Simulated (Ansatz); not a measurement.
# MgSe+ (quartet): from a generated start to a stationary point

Aim: relax a generated start of MgSe+ (quartet) and see which bonds hold.

The runs use Ansatz 0.2.0, Gaussian basis; UKS PBE0/def2-TZVP.

### 1 Starting geometry

2 atoms, charge 1, spin multiplicity 4.

Atoms are counted from 1 here; the program's logs count them from 0.

Bond lengths: Se1–Mg2 2.372 Å.

The start is set by covalent radii. Sticks and bond lists go by distance. No spin-orbit coupling is included. 

### 2 The run

in.yaml

```yaml
crystal:
  periodic: [false, false, false]
  atoms:
    - {symbol: Se, position_ang: [0.000000, 0.000000, 0.000000]}
    - {symbol: Mg, position_ang: [0.000000, 0.000000, 2.371500]}
basis:
  gaussian: {orbitals: def2-TZVP}
total_charge: 1
magnetization: {spin_polarized: true, initial_magnetization: 3}
hamiltonian: {xc: pbe0}
relax: {f_tol: 0.004, max_steps: 80}
```

Launch:

```
$ ansatz run in.yaml --threads 1 --pin off --events-out ev --progress --plain --max-ram 2176MiB
```

What does the calculation give? Wanted: energy gained; shift from the start; total energy; ⟨S²⟩.

The runs gave:

| quantity | value |
| --- | --- |
| steps | 6 |
| energy gained | 0.523 eV |
| shift from the start (rms) | 0.246 Å |
| total energy | -70774.7742 eV |
| ⟨S²⟩ | 3.756 |

The bonds of the start are those of the end. Se1–Mg2 went from 2.372 to 2.864 Å. No vibrations were run, so this is a stationary point, not a proven minimum, and this spin need not be the ground state's.
